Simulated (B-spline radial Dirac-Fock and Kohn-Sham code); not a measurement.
# Au: core levels and X-ray properties

What does theory give for atomic gold? The session works out its X-ray form factor and Compton profile and the binding energy of each subshell.

Program: B-spline radial Dirac-Fock and Kohn-Sham code, version 2. Model: a free atom or ion on a radial basis; each step names its model. All values are calculated, but those marked as tabulated.

### Step 1. The system

Neutral gold in the configuration [Xe] 4f14 5d10 6s1.

```
nuclear charge     : 79
electrons          : 79
mass number        : 197
nuclear rms radius : 5.4371 fm
```

### Step 2. Form factor and Compton profile

Model: Dirac-Fock average of configuration, finite nucleus; form factor of the spherical density, Waller-Hartree incoherent function, impulse-approximation Compton profiles.

Recorded inputs:

```ini
task = scatter
Z = 79
charge = 0
configuration = 1s2 2s2 2p6 3s2 3p6 3d10 4s2 4p6 4d10 4f14 5s2 5p6 5d10 6s1
mass_number = 197
rms_radius = 5.4371  # fm
s = [0.0, 0.05, 0.1, 0.15, 0.2, 0.25, 0.3, 0.35, 0.4, 0.45, 0.5, 0.6, 0.7, 0.8, 0.9, 1.0, 1.1, 1.2, 1.4, 1.6, 1.8, 2.0, 2.5, 3.0, 3.5, 4.0, 5.0, 6.0]  # 1/A
pz = [0, 0.1, 0.2, 0.3, 0.4, 0.5, 0.6, 0.8, 1.0, 1.2, 1.4, 1.6, 1.8, 2.0, 2.5, 3.0, 4.0, 5.0, 7.0, 10.0, 15.0, 20.0, 30.0, 40.0, 60.0, 100.0]  # a.u.
photon_energy = [1000, 2000, 5000, 8047.8, 10000, 17479.3, 20000, 30000, 50000, 100000, 200000, 500000, 1000000]  # eV
```

### Step 3. Hole states by ΔSCF

Model: Dirac-Fock average of configuration, Delta-SCF, finite nucleus, first-order Breit with its frequency dependence, self-energy and vacuum polarisation.

Recorded inputs:

```ini
task = binding
```

Q: Predict the outcome of this session. Wanted: rms radius of the electron cloud; form factor halves at; Compton profile at zero; deepest level listed, K; least bound, P1; Kα1.

The runs gave:

```
                          quantity         value
  rms radius of the electron cloud    0.871 bohr
             form factor halves at      0.67 1/Å
           Compton profile at zero  10.02 1/a.u.
      deepest level listed, K (1s)    80726.6 eV
              least bound, P1 (6s)       7.66 eV
                               Kα1    68800.4 eV
ionisation energy, NIST (measured)    9.22555 eV
```

f falls from 79 to half of that at s = 0.67 1/Å. Incoherent scattering outweighs coherent from 200 keV on, among the energies asked. Up to 2 1/Å f stays within 0.21 % of the table. The K (1s) level lies 94.9 eV under Koopmans' value by relaxation alone; Breit gives -284.91 and QED -150.23 eV. NIST's ionisation energy differs by +1.57 eV from the least binding energy; correlation is missing from the calculation. Kα1 misses the table by -5.8 eV. The Hartree-Fock and Dirac-Fock values hold no electron correlation.
